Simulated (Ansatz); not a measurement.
# Ge8Mo3W: what a guessed cell relaxes into, part 1 of 2

Aim: relax a trial structure of Ge8Mo3W and see where it ends, then test the end with a random kick.

Program: Ansatz 0.2.0. Level of theory: DFT PBE, scalar-relativistic, plane waves, PAW. These are calculated values, not measurements.

## Step 1: Starting point

It takes space group Cmmm (No. 65, orthorhombic). The conventional cell has a = 4.721 Å, b = 8.286 Å, c = 9.443 Å, α = 90.00°, β = 90.00°, γ = 90.00°. Around Ge (site symmetry m) lie 5 Ge at 2.69 to 2.78 Å and 4 Mo at 2.71 to 2.80 Å and 1 W at 2.72 Å. Ge (site symmetry m2m) has 5 Ge at 2.68 to 2.78 Å and 3 W at 2.72 to 2.80 Å and 2 Mo at 2.72 Å in its first shell of neighbours. Around Ge (site symmetry m2m) lie 5 Ge at 2.68 to 2.78 Å and 5 Mo at 2.71 to 2.80 Å. Mo (site symmetry mm2) is surrounded by 10 Ge at 2.71 to 2.80 Å. Mo (site symmetry mmm) has 10 Ge at 2.71 to 2.80 Å in its first shell of neighbours. W (site symmetry mmm) has 10 Ge at 2.72 to 2.80 Å in its first shell of neighbours.

Coordinates:

```cif
data_structure
_symmetry_space_group_name_H-M 'Cmmm'
_symmetry_Int_Tables_number 65
_cell_length_a 4.7215
_cell_length_b 8.2857
_cell_length_c 9.4426
_cell_angle_alpha 90.000
_cell_angle_beta 90.000
_cell_angle_gamma 90.000
_cell_volume 369.40
loop_
_atom_site_label
_atom_site_type_symbol
_atom_site_symmetry_multiplicity
_atom_site_Wyckoff_symbol
_atom_site_fract_x
_atom_site_fract_y
_atom_site_fract_z
_atom_site_occupancy
Ge1 Ge 8 n 0.00000 0.33797 0.75043 1
Ge2 Ge 4 j 0.50000 0.33807 0.50000 1
Ge3 Ge 4 i 0.50000 0.33832 0.00000 1
Mo1 Mo 4 k 0.00000 0.00000 0.75032 1
Mo2 Mo 2 b 0.50000 0.00000 0.00000 1
W1 W 2 c 0.50000 0.00000 0.50000 1
```

The start is the relaxed end of an invented cell (made as: elements ordered on the sites of the Ge2W type, Mo/W on W (Cmmm, No. 65)), taken up again for a closer look.

## Step 2: A first look at the guess

The input, input.yaml:

```yaml
crystal:
  lattice:
    - [2.360747, -4.142834, 0.0]
    - [2.360747, 4.142834, 0.0]
    - [0.0, 0.0, 9.4426291]
  atoms:
    - { symbol: Ge, position: [0.662028, 0.337972, 0.750433] }
    - { symbol: Ge, position: [0.16193, 0.83807, 0.5] }
    - { symbol: Ge, position: [0.662028, 0.337972, 0.249567] }
    - { symbol: Ge, position: [0.161679, 0.838321, 0.0] }
    - { symbol: Ge, position: [0.337972, 0.662028, 0.750433] }
    - { symbol: Ge, position: [0.83807, 0.16193, 0.5] }
    - { symbol: Ge, position: [0.337972, 0.662028, 0.249567] }
    - { symbol: Ge, position: [0.838321, 0.161679, 0.0] }
    - { symbol: Mo, position: [0.0, 0.0, 0.750321] }
    - { symbol: Mo, position: [0.0, 0.0, 0.249679] }
    - { symbol: Mo, position: [0.5, 0.5, 0.0] }
    - { symbol: W, position: [0.5, 0.5, 0.5] }
basis:
  ecutwfc: 420
kpoints:
  mp_grid: { grid: [4, 4, 2] }
hamiltonian:
  xc: pbe
scf:
  occupations: { method: gaussian, width: 0.1 }
  lower_state_search: "off"
output:
  forces: true
  stress: true
  eigenvalues: true
```

Run with:

```
ansatz run input.yaml --threads 4 --pin off --max-ram 8192MiB --backend cpu --events-out ev --progress --plain --runs-dir out
```

What it wrote, shortened:

```text
Warning: RAYON_NUM_THREADS=4 ignored (pool sized by the plan → 4); use --threads N
[...]
Pseudopotentials: kind: paw
Pseudopotential: Ge, paw, valence charge 14, recommended cutoff 420 eV (normal), Ge.paw.azcp
Pseudopotential: Mo, paw, valence charge 14, recommended cutoff 420 eV (normal), Mo.paw.azcp
Pseudopotential: W, paw, valence charge 14, recommended cutoff 420 eV (normal), W.paw.azcp
Functional definition: PBE
[...]
Crystal: 12 atoms, lattice volume = 184.701 Å³
Basis set: ecut = 420 eV, 3589 PW (Γ), exchange–correlation on 64×64×128 points (8 copies of the dense FFT grid, shifted against one another)
Bands: 101, of which v1, the nominal top of the filled ones, is band 84 counted from 1 (83 counted from 0)
Symmetry: 8 space group operations
Space group: Cmmm (ITA 65), of the structure as read, at distance tolerance 5.7e-5 Å
k-points: 14 of 32
[...]
SCF iter   1: F=—  HF=-59613.885255 eV  |F-HF|=—  |Δ(HF+E_count)|=         —  Δρ=3.43e-3  dr2=5.69e-2  ethr=1.77e-3  ⟨swp⟩=5.5  Hψ=5719  notcnv=0  defer=8
[...]
SCF iter   6: F=-59613.883840 eV  HF=-59613.883840 eV  |F-HF|=5.54e-9  |Δ(HF+E_count)|=   2.81e-8  Δρ=6.50e-6  dr2=3.90e-8  ethr=5.95e-11  ⟨swp⟩=6.6  Hψ=4998  notcnv=0
[...]
SCF converged after 6 iterations
Free energy (F): -59613.883840 eV
[...]
E sigma→0 (E₀):  -59613.878833 eV
Entropy (-TS):   -0.010014 eV (-0.834 meV/atom)
Fermi energy:    16.685797 eV
[...]
--- Forces (eV/Å), atoms counted from 1 ---
  atom   1  Ge     0.00000000    -0.02112380    -0.00318717
  atom   2  Ge     0.00000000    -0.02626574     0.00000000
  atom   3  Ge     0.00000000    -0.02112380     0.00318717
  atom   4  Ge     0.00000000    -0.01918152     0.00000000
  atom   5  Ge    -0.00000000     0.02112380    -0.00318717
  atom   6  Ge     0.00000000     0.02626574     0.00000000
  atom   7  Ge    -0.00000000     0.02112380     0.00318717
  atom   8  Ge     0.00000000     0.01918152     0.00000000
[...]
--- Stress (GPa, compression-positive) ---
       -0.369928       0.000000       0.000000
        0.000000       0.097488       0.000000
        0.000000       0.000000       0.140351
  P = ⅓ Tr σ = -0.0440 GPa (-0.440 kbar)
--- Band table (eV; the first three rows and the last of 14) ---
[...]
```

It took 1.2 s on 4 threads of AMD EPYC 9R45 (Zen 5), shared host; peak memory 0.88 GiB.

The probe gives pressure 0.0 GPa, largest force 0.03 eV/Å, gap on this mesh none (metal). The relaxation goes to the converged mesh at once.

## Step 3: Spin check on a coarse mesh

input.yaml, as its differences from that of step 2:

```diff
@@ -14,5 +14,5 @@
     - { symbol: Ge, position: [0.838321, 0.161679, 0.0] }
-    - { symbol: Mo, position: [0.0, 0.0, 0.750321] }
-    - { symbol: Mo, position: [0.0, 0.0, 0.249679] }
-    - { symbol: Mo, position: [0.5, 0.5, 0.0] }
+    - { symbol: Mo, position: [0.0, 0.0, 0.750321], spin: 1.0 }
+    - { symbol: Mo, position: [0.0, 0.0, 0.249679], spin: 1.0 }
+    - { symbol: Mo, position: [0.5, 0.5, 0.0], spin: 1.0 }
     - { symbol: W, position: [0.5, 0.5, 0.5] }
@@ -31 +31,4 @@
   eigenvalues: true
+  populations: true
+magnetization:
+  spin_polarized: true
```

Run with:

```
ansatz run input.yaml --threads 4 --pin off --max-ram 8192MiB --backend cpu --events-out ev --progress --plain --runs-dir out
```

What it wrote, shortened:

```text
[...]
SCF converged after 17 iterations
Magnetization: 0.0000 μB (84.0000 up, 84.0000 down)
Absolute magnetization: 0.0000 μB (∫|ρ↑−ρ↓|, with the PAW one-centre terms)
Spin contamination: 0.0000 ħ² per cell (⟨S²⟩ above its minimum at these occupations)
[...]
Free energy (F): -59613.883840 eV
[...]
E sigma→0 (E₀):  -59613.878833 eV
Entropy (-TS):   -0.010014 eV (-0.834 meV/atom)
Fermi energy:    16.685797 eV
[...]
--- Forces (eV/Å), atoms counted from 1 ---
  atom   1  Ge     0.00000000    -0.02112122    -0.00318409
  atom   2  Ge     0.00000000    -0.02625972     0.00000000
  atom   3  Ge     0.00000000    -0.02112122     0.00318409
  atom   4  Ge     0.00000000    -0.01917907     0.00000000
  atom   5  Ge     0.00000000     0.02112122    -0.00318409
  atom   6  Ge     0.00000000     0.02625972     0.00000000
  atom   7  Ge     0.00000000     0.02112122     0.00318409
  atom   8  Ge     0.00000000     0.01917907     0.00000000
[...]
--- Stress (GPa, compression-positive) ---
       -0.369870       0.000000       0.000000
        0.000000       0.097504       0.000000
        0.000000       0.000000       0.140413
  P = ⅓ Tr σ = -0.0440 GPa (-0.440 kbar)
--- Band table (eV; the first three rows and the last of 28) ---
[...]
--- Löwdin populations: 12 sites ---
  site symbol       q [e]    m [muB]
     0     Ge     13.9948    -0.0000
     1     Ge     14.0221    -0.0000
     2     Ge     13.9948    -0.0000
     3     Ge     13.9759     0.0000
     4     Ge     13.9948    -0.0000
     5     Ge     14.0221    -0.0000
     6     Ge     13.9948    -0.0000
     7     Ge     13.9759     0.0000
     8     Mo     13.9386     0.0000
     9     Mo     13.9386     0.0000
    10     Mo     13.9359    -0.0000
    11      W     13.7351     0.0000
  spilling = 0.002836 (of n_electrons = 168.000000)
```

Wall time 5.1 s (4 threads of AMD EPYC 9R45 (Zen 5), shared host); peak memory 1 GiB.

By site:

```tsv
atom	Löwdin electrons
Ge1	14.00
Ge2	14.02
Ge3	14.00
Ge4	13.98
Ge5	14.00
Ge6	14.02
Ge7	14.00
Ge8	13.98
Mo9	13.94
Mo10	13.94
Mo11	13.94
W12	13.73
```

The Löwdin counts miss 0.48 of the 168 electrons, which the atomic orbitals do not span, so they are no charges.

The same cell is solved with trial moments on Mo. The largest site moment that stays is 0.00 μB and the cell's total 0.00 μB. The workflow keeps spin only above 0.25 μB on a site, so the next run goes without spin.

## Step 4: Relaxation on the finer mesh

The input, input.yaml:

```yaml
crystal:
  lattice:
    - [2.360747, -4.142834, 0.0]
    - [2.360747, 4.142834, 0.0]
    - [0.0, 0.0, 9.4426291]
  atoms:
    - { symbol: Ge, position: [0.662028, 0.337972, 0.750433] }
    - { symbol: Ge, position: [0.16193, 0.83807, 0.5] }
    - { symbol: Ge, position: [0.662028, 0.337972, 0.249567] }
    - { symbol: Ge, position: [0.161679, 0.838321, 0.0] }
    - { symbol: Ge, position: [0.337972, 0.662028, 0.750433] }
    - { symbol: Ge, position: [0.83807, 0.16193, 0.5] }
    - { symbol: Ge, position: [0.337972, 0.662028, 0.249567] }
    - { symbol: Ge, position: [0.838321, 0.161679, 0.0] }
    - { symbol: Mo, position: [0.0, 0.0, 0.750321] }
    - { symbol: Mo, position: [0.0, 0.0, 0.249679] }
    - { symbol: Mo, position: [0.5, 0.5, 0.0] }
    - { symbol: W, position: [0.5, 0.5, 0.5] }
basis:
  ecutwfc: 420
kpoints:
  mp_grid: { grid: [10, 10, 4] }
hamiltonian:
  xc: pbe
scf:
  occupations: { method: gaussian, width: 0.1 }
output:
  forces: true
  stress: true
  eigenvalues: true
relax:
  adjacent_minimum: "off"
  f_tol: 0.01
  max_steps: 80
  cell: { stress_tol: 0.05 }
```

Run with:

```
ansatz run input.yaml --threads 4 --pin off --max-ram 8192MiB --backend cpu --events-out ev --progress --plain --runs-dir out
```

What it wrote, shortened:

```text
Warning: RAYON_NUM_THREADS=4 ignored (pool sized by the plan → 4); use --threads N
[...]
Pseudopotentials: kind: paw
Pseudopotential: Ge, paw, valence charge 14, recommended cutoff 420 eV (normal), Ge.paw.azcp
Pseudopotential: Mo, paw, valence charge 14, recommended cutoff 420 eV (normal), Mo.paw.azcp
Pseudopotential: W, paw, valence charge 14, recommended cutoff 420 eV (normal), W.paw.azcp
Functional definition: PBE
[...]
Crystal: 12 atoms, lattice volume = 184.701 Å³
Basis set: ecut = 420 eV, 3589 PW (Γ), exchange–correlation on 64×64×128 points (8 copies of the dense FFT grid, shifted against one another)
Bands: 101, of which v1, the nominal top of the filled ones, is band 84 counted from 1 (83 counted from 0)
Symmetry: 8 space group operations
Space group: Cmmm (ITA 65), of the structure as read, at distance tolerance 5.7e-5 Å
k-points: 93 of 400
[...]
  F+E_penalty+E_count = -59613.80612400 eV   max|allowed force component| = 1.658e-3 eV/Å   (the final SCF, on the basis selected at the relaxed cell)
  cell:  # Å, volume = 184.7013 Å³
    - [2.360747, -4.142834, 0.0]
    - [2.360747, 4.142834, 0.0]
    - [0.0, 0.0, 9.4426291]
  atoms:
    - { symbol: Ge, position: [0.662028, 0.33797200000000005, 0.7504330000000001] }
    - { symbol: Ge, position: [0.16192999999999996, 0.8380700000000001, 0.5] }
    - { symbol: Ge, position: [0.662028, 0.33797200000000005, 0.249567] }
    - { symbol: Ge, position: [0.16167899999999996, 0.8383210000000001, 0.0] }
    - { symbol: Ge, position: [0.33797200000000005, 0.662028, 0.7504330000000001] }
    - { symbol: Ge, position: [0.8380700000000001, 0.16192999999999996, 0.5] }
    - { symbol: Ge, position: [0.33797200000000005, 0.662028, 0.249567] }
    - { symbol: Ge, position: [0.8383210000000001, 0.16167899999999996, 0.0] }
    - { symbol: Mo, position: [0.0, 0.0, 0.750321] }
    - { symbol: Mo, position: [0.0, 0.0, 0.24967900000000004] }
    - { symbol: Mo, position: [0.5, 0.5, 0.0] }
    - { symbol: W, position: [0.5, 0.5, 0.5] }
```

Wall time 17 s (4 threads of AMD EPYC 9R45 (Zen 5), shared host); peak memory 1.6 GiB.

Step by step:

```
step  E - E(step 1) (eV/cell)  largest force component (eV/Å)  pressure (GPa)  volume (Å³)
   1                   0.0000                          0.0017            0.00       184.70
   2                   0.0000                          0.0017            0.00       184.70
```

Step 1 is the start. Step 2 repeats the geometry before it on a plane-wave basis chosen anew for that cell, so its energy need not be comparable with the rows above.

Lengths and angles in the start's conventional setting:

|  | before | after | change |
| --- | --- | --- | --- |
| a (Å) | 4.721 | 4.721 | 0.0 % |
| b (Å) | 8.286 | 8.286 | 0.0 % |
| c (Å) | 9.443 | 9.443 | 0.0 % |
| volume (Å³/atom) | 15.39 | 15.39 | 0.0 % |
| shortest distance (Å) | 2.679 | 2.679 | 0.0 % |
| space group (0.01 Å) | Cmmm | Cmmm | same |

Forces and stress were held to the start's 8 operations: a distortion of lower symmetry was not tested.

## Step 5: Kick test: the unmoved cell on a coarse mesh

The input, input.yaml:

```yaml
crystal:
  lattice:
    - [-4.721494, 0.0, 0.0]
    - [2.360747, -4.142834, 0.0]
    - [0.0, 0.0, 9.4426291]
  atoms:
    - { symbol: Ge, position: [0.662028, 0.324056, 0.750433] }
    - { symbol: Ge, position: [0.16193, 0.32386, 0.5] }
    - { symbol: Ge, position: [0.662028, 0.324056, 0.249567] }
    - { symbol: Ge, position: [0.161679, 0.323358, 0.0] }
    - { symbol: Ge, position: [0.337972, 0.675944, 0.750433] }
    - { symbol: Ge, position: [0.83807, 0.67614, 0.5] }
    - { symbol: Ge, position: [0.337972, 0.675944, 0.249567] }
    - { symbol: Ge, position: [0.838321, 0.676642, 0.0] }
    - { symbol: Mo, position: [0.0, 0.0, 0.750321] }
    - { symbol: Mo, position: [0.0, 0.0, 0.249679] }
    - { symbol: Mo, position: [0.5, 0.0, 0.0] }
    - { symbol: W, position: [0.5, 0.0, 0.5] }
basis:
  ecutwfc: 420
kpoints:
  mp_grid: { grid: [6, 6, 4] }
hamiltonian:
  xc: pbe
scf:
  occupations: { method: gaussian, width: 0.2 }
  lower_state_search: "off"
output:
  forces: true
  stress: true
  eigenvalues: true
```

Run with:

```
ansatz run input.yaml --threads 4 --pin off --max-ram 8192MiB --backend cpu --events-out ev --progress --plain --runs-dir out
```

What it wrote, shortened:

```text
Warning: RAYON_NUM_THREADS=4 ignored (pool sized by the plan → 4); use --threads N
[...]
Pseudopotentials: kind: paw
Pseudopotential: Ge, paw, valence charge 14, recommended cutoff 420 eV (normal), Ge.paw.azcp
Pseudopotential: Mo, paw, valence charge 14, recommended cutoff 420 eV (normal), Mo.paw.azcp
Pseudopotential: W, paw, valence charge 14, recommended cutoff 420 eV (normal), W.paw.azcp
Functional definition: PBE
[...]
Crystal: 12 atoms, lattice volume = 184.701 Å³
Basis set: ecut = 420 eV, 3589 PW (Γ), exchange–correlation on 64×64×128 points (8 copies of the dense FFT grid, shifted against one another)
Bands: 101, of which v1, the nominal top of the filled ones, is band 84 counted from 1 (83 counted from 0)
Symmetry: 8 space group operations
Space group: Cmmm (ITA 65), of the structure as read, at distance tolerance 5.7e-5 Å
k-points: 39 of 144
[...]
SCF converged after 7 iterations
Free energy (F): -59613.833268 eV
[...]
E sigma→0 (E₀):  -59613.798041 eV
Entropy (-TS):   -0.070455 eV (-5.871 meV/atom)
Fermi energy:    16.736768 eV
[...]
--- Forces (eV/Å), atoms counted from 1 ---
  atom   1  Ge    -0.00000000    -0.00257254     0.00208712
  atom   2  Ge     0.00000000    -0.00417403     0.00000000
  atom   3  Ge    -0.00000000    -0.00257254    -0.00208712
  atom   4  Ge     0.00000000    -0.00110701     0.00000000
  atom   5  Ge    -0.00000000     0.00257254     0.00208712
  atom   6  Ge     0.00000000     0.00417403     0.00000000
  atom   7  Ge    -0.00000000     0.00257254    -0.00208712
  atom   8  Ge     0.00000000     0.00110701     0.00000000
[...]
--- Stress (GPa, compression-positive) ---
       -0.030863       0.000000       0.000000
        0.000000       0.211775       0.000000
        0.000000       0.000000       0.094060
  P = ⅓ Tr σ = 0.0917 GPa (0.917 kbar)
--- Band table (eV; the first three rows and the last of 39) ---
[...]
```

Wall time 3.1 s (4 threads of AMD EPYC 9R45 (Zen 5), shared host); peak memory 1.1 GiB.

The cell holds 12 atoms.

(Continued in part 2 of 2.)
